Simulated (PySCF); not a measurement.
**The bond of SiSb−, level by level**

One job finds the state of SiSb−, follows it along the bond with each method and fits the curves.

Program: PySCF 2.14.0. Level of theory: Si def2-TZVPPD, Sb def2-TZVPPD with ECP28, scalar-relativistic core potentials. These are calculated values, not measurements.

2 further runs of the same task are left out: 2 set aside as unsound or not needed.

## Step 1: Input

A driver script around PySCF takes these settings:

```yaml
atoms: Si, Sb
charge: -1
basis: Si def2-TZVPPD, Sb def2-TZVPPD with ECP28
Hamiltonian: scalar-relativistic core potentials
basis_functions: 104
electrons_treated: 38
masses_in_u: 27.9769, 120.9038
levels: PBE0, PBE, r²SCAN, BHandHLYP, BP86, r²SCAN0, TPSS, PBEsol, HSE06, HF, MP2, SCS-MP2, CCSD, CCSD(T)
grid: 80 radial by 434 angular points
occupations: held fixed by the projection of orbital angular momentum
dissociation_limit: Si− + Sb, each in its ground configuration
starting_distance_in_angstrom: 2.580
values_of_2S_to_try: 0, 2, 4
```

Run with:

```
$ OMP_NUM_THREADS=2 python dia.py task.json out
```

The runs that follow: PBE0 along the bond; Higher solutions at PBE0; PBE (GGA); r²SCAN (meta-GGA); BHandHLYP; BP86; r²SCAN0 (hybrid meta-GGA); TPSS (meta-GGA); PBEsol; HSE06 (range-separated hybrid); RHF; MP2 and coupled cluster.

**Question.** What will these runs give? Wanted: for each run, Re; ωe; De; μ.

As calculated:

Lowest PBE0 solution found, without spin–orbit coupling: ¹Σ⁺ (singlet), closed shell. State 2 has its PBE0 minimum 1.50 eV higher. The other levels ran on the lowest alone.

```tsv
level	Re (Å)	ωe (cm⁻¹)	De (eV)	μ (D)
RHF	2.277	510	1.54	2.46
RHF-MP2	2.320	444	4.28	n/a
RHF-SCS-MP2	2.320	446	4.29	n/a
RHF-CCSD	2.302	473	3.77	n/a
RHF-CCSD(T)	2.325	446	4.17	n/a
PBE	2.329	441	4.55	3.08
PBEsol	2.315	450	4.82	3.03
BP86	2.330	438	4.64	3.01
TPSS	2.319	449	4.40	3.05
r²SCAN	2.308	461	4.20	3.04
PBE0	2.299	472	4.19	2.94
r²SCAN0	2.288	482	3.96	2.89
HSE06	2.304	467	4.31	2.92
BHandHLYP	2.285	487	4.05	2.70
```

De is counted to Si− + Sb in their ground configurations. A positive dipole points from Si to Sb; in an ion it is taken about the centre of mass and does not tell which atom is negative.

In words: The methods spread over 0.053 Å in bond length, from RHF to BP86. Of the levels with a De here, RHF gives the least (1.54 eV) and PBEsol the most (4.82 eV).

Correlated steps freeze 9 core orbitals. These are scalar-relativistic numbers at best; spin–orbit coupling would shift them, the dissociation energy most. T1 is 0.019 near the minimum (highest on the curve 0.034), which may point to more than one leading configuration.
